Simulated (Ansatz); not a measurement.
Br2Si, SMILES Br[Si]Br, a ladder of methods at one geometry

With Ansatz 0.2.0, Python API.

At the Python prompt:
```pycon
>>> import ansatz
>>> from ase import Atoms
>>> atoms = Atoms(['Br', 'Si', 'Br'], positions=[
...     (0.9688, 1.405, 0.6742),
...     (-0.7154, 0.344, -0.3513),
...     (-0.2643, -1.8138, -0.3362),
... ])
>>> molecule = ansatz.Crystal.molecule_from_ase(atoms)
>>> calculation = molecule.calculation().basis(gaussian='def2-SVP')
>>> methods = ['mp2', 'ccsd', 'ccsd_t']
>>> batch = ansatz.Session.batch([calculation.correlation(m).input() for m in methods])
>>> reports = sorted(batch.plan().execute().molecular_reports, key=lambda each: each['member'])
>>> print(f'Hartree-Fock reference {reports[0]["reference_energy_ev"] / 27.211386246:.6f} Ha')
Hartree-Fock reference -5433.100630 Ha
>>> best = reports[-1]['free_energy_ev'] - reports[-1]['reference_energy_ev']
>>> for method, each in zip(methods, reports):
...     gained = each['free_energy_ev'] - each['reference_energy_ev']
...     print(f'{method:8s} total {each["free_energy_ev"] / 27.211386246:.6f} Ha  correlation {gained:9.4f} eV  ({100 * gained / best:.1f} % of the last)')
...
mp2      total -5433.636935 Ha  correlation  -14.5936 eV  (95.2 % of the last)
ccsd     total -5433.649646 Ha  correlation  -14.9395 eV  (97.4 % of the last)
ccsd_t   total -5433.664144 Ha  correlation  -15.3340 eV  (100.0 % of the last)
```

Notes:
- Total energies depend on the basis set; only differences at equal settings carry meaning.
- The geometry is a force-field or estimated start, not a minimum of this method, and the basis set is short of its limit. A lower total doesn't mark the better method: functionals have no common bound, and MP2 and coupled cluster aren't variational.
- Inner cores stay frozen; a filled d shell under the valence of the heavier atoms is correlated with it.
